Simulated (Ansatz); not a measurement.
# CH₈NSbSi: one species, many methods

Aim: compute CH₈NSbSi with functionals from several rungs and with coupled cluster, and see how far each lands from CCSD(T) at the basis-set limit for the atomisation energy.

The runs use Ansatz 0.2.0, Gaussian basis; functionals in def2-TZVPP, the program's frozen cores in correlated methods.

Levels to be run: PBE-D4, r2SCAN-D4, PBE0-D4, B3LYP-D4, ωB97X-V, ωB97M-V, B2PLYP; CCSD(T)/def2-TZVPP; MP2/def2-QZVPP; extrapolation to the limit.

## 1. The geometry

All runs share one geometry, relaxed beforehand with PBE0-D4 in a triple-zeta def2 set. Sb takes the def2 core potential; no spin-orbit term is included.

SMILES `[CH3][Sb]([NH2])[SiH3]`, 12 atoms, charge 0, spin multiplicity 1.

Atoms are counted from 1 here; the program's logs count them from 0.

Bond lengths: C1–Sb2 2.155 Å, C1–H5 1.091 Å, C1–H6 1.090 Å, C1–H7 1.090 Å, Sb2–N3 2.047 Å, Sb2–Si4 2.587 Å, N3–H8 1.013 Å, N3–H9 1.012 Å, Si4–H10 1.492 Å, Si4–H11 1.490 Å, Si4–H12 1.489 Å. Angles: Sb2–C1–H5 109.9°, Sb2–C1–H6 108.1°, Sb2–C1–H7 110.4°, H5–C1–H6 109.4°, H5–C1–H7 109.6°, H6–C1–H7 109.5°, C1–Sb2–N3 93.8°, C1–Sb2–Si4 92.7°, N3–Sb2–Si4 97.4°, Sb2–N3–H8 113.8°, Sb2–N3–H9 111.5°, H8–N3–H9 107.8°, Sb2–Si4–H10 109.4°, Sb2–Si4–H11 111.6°, Sb2–Si4–H12 111.0°, H10–Si4–H11 108.3°, H10–Si4–H12 108.1°, H11–Si4–H12 108.3°.

## 2. PBE-D4 (GGA)

File in.yaml:

```yaml
crystal:
  periodic: [false, false, false]
  atoms:
    - {symbol: C, position_ang: [-0.916360, 1.608632, -0.100317]}
    - {symbol: Sb, position_ang: [-1.148446, -0.468331, 0.427249]}
    - {symbol: N, position_ang: [0.100334, -0.336425, 2.043281]}
    - {symbol: Si, position_ang: [0.621273, -1.229698, -1.298904]}
    - {symbol: H, position_ang: [-1.339143, 1.789392, -1.089419]}
    - {symbol: H, position_ang: [-1.450853, 2.207098, 0.637131]}
    - {symbol: H, position_ang: [0.137734, 1.885373, -0.097604]}
    - {symbol: H, position_ang: [1.076770, -0.225204, 1.798246]}
    - {symbol: H, position_ang: [0.022408, -1.149921, 2.640601]}
    - {symbol: H, position_ang: [1.882760, -0.460785, -1.087118]}
    - {symbol: H, position_ang: [0.160035, -0.997424, -2.696567]}
    - {symbol: H, position_ang: [0.930587, -2.677806, -1.142678]}
basis:
  gaussian: {orbitals: def2-TZVPP}
hamiltonian: {xc: pbe, dispersion: d4}
output: {forces: true, orbitals: {seedname: orbitals}}
```

Command:

```console
$ ansatz run in.yaml --threads 4 --pin off --events-out ev --progress --plain --max-ram 10444MiB
```

The runs that follow: r2SCAN-D4 (meta-GGA); PBE0-D4 (hybrid); B3LYP-D4 (hybrid); ωB97X-V (range-separated); ωB97M-V (range-separated); B2PLYP (double hybrid); CCSD(T) in def2-TZVPP; MP2 in def2-QZVPP.

**Question.** What will the summary of the whole plan be? Wanted: atomisation energy, CCSD(T)/CBS; farthest; mean size of error, hybrid; mean size of error, range-separated; gap, smallest and largest; T1 diagnostic; triples share of the correlation energy.

The runs gave:

| quantity | value |
| --- | --- |
| atomisation energy, CCSD(T)/CBS | 896.6 kcal/mol |
| functionals within 9.0 kcal/mol (1.0 %) | PBE-D4, r2SCAN-D4, PBE0-D4, B3LYP-D4, ωB97X-V, ωB97M-V |
| farthest | B2PLYP (-14.9 kcal/mol) |
| mean size of error, hybrid | 5.4 kcal/mol |
| mean size of error, range-separated | 3.8 kcal/mol |
| gap, smallest and largest | 4.21 eV (PBE-D4), 10.04 eV (ωB97X-V) |
| T1 diagnostic | 0.0129 |
| triples share of the correlation energy | 3.5 % |

In words: PBE-D4 is off by +5.7 kcal/mol. Double hybrids carry the basis error of their MP2 part in triple zeta, and no dispersion term here, so their miss is partly the set-up's. Misses under about 9.0 kcal/mol are within the doubt on the reference itself, which lacks core-valence correlation, spin-orbit coupling and higher excitations, and its outer-core shells are covered unevenly. All levels share the lack of spin-orbit coupling, which lowers the free heavy atoms and so the true binding. Hartree-Fock recovers 70 % of the binding; the rest is correlation. Orbital gaps span 4.2 to 10.0 eV; exact exchange widens them. Correlated methods include outer-core shells of Sb, which these sets cover unevenly.
